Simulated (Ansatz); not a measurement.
# Cl4Ga ([GaCl4]-): the cost of one run

Computed with Ansatz 0.2.0, Gaussian basis. Level: the settings change from run to run.

### Step 1. The relaxed structure

The geometry comes from an earlier relaxation with PBE-D4/def2-SVPD; it is a stationary point.

5 atoms, charge -1, spin multiplicity 1.

Atoms are counted from 1 here; the program's logs count them from 0.

Bond lengths: Ga1–Cl2 2.233 Å, Ga1–Cl3 2.233 Å, Ga1–Cl4 2.233 Å, Ga1–Cl5 2.233 Å. Angles: Cl2–Ga1–Cl3 109.5°, Cl2–Ga1–Cl4 109.5°, Cl2–Ga1–Cl5 109.5°, Cl3–Ga1–Cl4 109.5°, Cl3–Ga1–Cl5 109.5°, Cl4–Ga1–Cl5 109.5°.

Coordinates:

```xyz
5
charge -1, multiplicity 1
Ga    0.00003    0.00000    0.00000
Cl    0.01060   -0.01751    2.23321
Cl    2.10199    0.01062   -0.75437
Cl   -1.06040    1.82687   -0.72511
Cl   -1.05222   -1.81998   -0.75373
```

### Step 2. PBE0/aug-cc-pVTZ

This run has charge 0, multiplicity 2.

The input, in.yaml:

```yaml
crystal:
  periodic: [false, false, false]
  atoms:
    - {symbol: Ga, position_ang: [0.000025, 0.000002, 0.000002]}
    - {symbol: Cl, position_ang: [0.010604, -0.017511, 2.233212]}
    - {symbol: Cl, position_ang: [2.101994, 0.010623, -0.754368]}
    - {symbol: Cl, position_ang: [-1.060399, 1.826868, -0.725106]}
    - {symbol: Cl, position_ang: [-1.052224, -1.819983, -0.753730]}
basis:
  gaussian: {orbitals: aug-cc-pVTZ}
magnetization: {spin_polarized: true, initial_magnetization: 1}
hamiltonian: {xc: {name: PBE0}}
scf: {omitted_lower_state_checks: [starts]}
output: {forces: true}
```

On the command line:

```bash
$ ansatz run in.yaml --threads 4 --pin off --events-out ev --progress --plain --max-ram 3916MiB
```

Q: Estimate wall time and peak memory on 4 threads of AMD EPYC 9B14, shared host.

About 65 s, with a peak of 1.3 GiB.
